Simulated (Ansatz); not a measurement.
# CH4FISi: up Jacob's ladder to CCSD(T)

One table from this session's results is given with a row withheld; the runs are named, their logs left out.

Program: Ansatz 0.2.0, Gaussian basis. Level of theory: functionals in def2-TZVPP, the program's frozen cores in correlated methods. These are calculated values, not measurements.

Plan: LDA (SPW92), PBE-D4, revPBE-D4, BLYP-D4, r2SCAN-D4, B97M-V, PBE0-D4, B3LYP-D4, r2SCANh-D4, r2SCAN0-D4, HSE06-D4, BHLYP-D4, CAM-B3LYP-D4, LC-ωPBE, ωB97X-V, ωB97M-V, B2PLYP, PBE-QIDH; CCSD(T)/def2-SVP; CCSD(T)/def2-TZVPP; MP2/def2-QZVPP; extrapolation to the limit; RPA on PBE.

## Structure used throughout

All runs share one geometry, relaxed beforehand with PBE0-D4 in a triple-zeta def2 set. I takes the def2 core potential; no spin-orbit term is included.

SMILES `C[SiH](F)I`, 8 atoms, charge 0, spin multiplicity 1.

Atoms are counted from 1 here; the program's logs count them from 0.

Bond lengths: C1–Si2 1.847 Å, C1–H5 1.092 Å, C1–H6 1.092 Å, C1–H7 1.094 Å, Si2–F3 1.596 Å, Si2–I4 2.435 Å, Si2–H8 1.479 Å. Angles: Si2–C1–H5 110.3°, Si2–C1–H6 110.7°, Si2–C1–H7 109.9°, H5–C1–H6 108.5°, H5–C1–H7 108.7°, H6–C1–H7 108.8°, C1–Si2–F3 109.4°, C1–Si2–I4 110.6°, C1–Si2–H8 113.8°, F3–Si2–I4 107.9°, F3–Si2–H8 107.4°, I4–Si2–H8 107.6°.

As a file:

```xyz
8
CH4FISi
C    -0.16843    0.99316    0.18644
Si    0.33454   -0.74125   -0.19903
F     1.27385   -1.29178    0.96811
I    -1.61922   -2.18876   -0.33332
H    -0.80259    1.38892   -0.60986
H    -0.72545    1.03383    1.12441
H     0.71814    1.62701    0.27562
H     1.08136   -0.87824   -1.46817
```

Set-up of the first run:

Input file in.yaml:

```yaml
crystal:
  periodic: [false, false, false]
  atoms:
    - {symbol: C, position_ang: [-0.168433, 0.993156, 0.186438]}
    - {symbol: Si, position_ang: [0.334538, -0.741250, -0.199031]}
    - {symbol: F, position_ang: [1.273854, -1.291777, 0.968115]}
    - {symbol: I, position_ang: [-1.619225, -2.188759, -0.333322]}
    - {symbol: H, position_ang: [-0.802586, 1.388923, -0.609857]}
    - {symbol: H, position_ang: [-0.725450, 1.033834, 1.124409]}
    - {symbol: H, position_ang: [0.718144, 1.627012, 0.275619]}
    - {symbol: H, position_ang: [1.081359, -0.878239, -1.468170]}
basis:
  gaussian: {orbitals: def2-TZVPP}
hamiltonian: {xc: lda}
output: {orbitals: {seedname: orbitals}}
```

Command:

```bash
> ansatz run in.yaml --threads 4 --pin off --events-out ev --progress --plain --max-ram 10444MiB
```

Among the steps run: LDA; PBE-D4 (GGA); revPBE-D4 (GGA); BLYP-D4 (GGA); r2SCAN-D4 (meta-GGA); B97M-V (meta-GGA); B3LYP-D4 (hybrid); r2SCANh-D4 (hybrid); r2SCAN0-D4 (hybrid); HSE06-D4 (hybrid); BHLYP-D4 (hybrid); CAM-B3LYP-D4 (range-separated); LC-ωPBE (range-separated); ωB97X-V (range-separated); ωB97M-V (range-separated); B2PLYP (double hybrid); PBE-QIDH (double hybrid).

One table of the session follows, with a row left open; its other results are not shown here.

It belongs to the step «Orbital energies across the functionals». 

| functional | HOMO (eV) | gap (eV) |
| --- | --- | --- |
| LDA (SPW92) | -6.75 | 5.49 |
| PBE-D4 | -6.60 | 5.58 |
| revPBE-D4 | -6.55 | 5.62 |
| BLYP-D4 | -6.43 | 5.50 |
| r2SCAN-D4 | -6.91 | 6.23 |
| B97M-V | -6.92 | 6.20 |
| PBE0-D4 | -7.75 | 7.59 |
| B3LYP-D4 | -7.50 | 7.11 |
| r2SCANh-D4 | -7.32 | 6.94 |
| r2SCAN0-D4 | -7.95 | 8.00 |
| HSE06-D4 | -7.36 | 6.83 |
| BHLYP-D4 | -8.73 | 9.49 |
| CAM-B3LYP-D4 | -9.00 | 9.86 |
| LC-ωPBE | -10.35 | 12.37 |
| ωB97X-V | ? | ? |
| ωB97M-V | -9.88 | 11.56 |

Estimate the missing values for ωB97X-V.

As computed: HOMO (eV): -10.01; gap (eV): 11.93. In the column «HOMO (eV)» it lies between LC-ωPBE (-10.35) and ωB97M-V (-9.88).
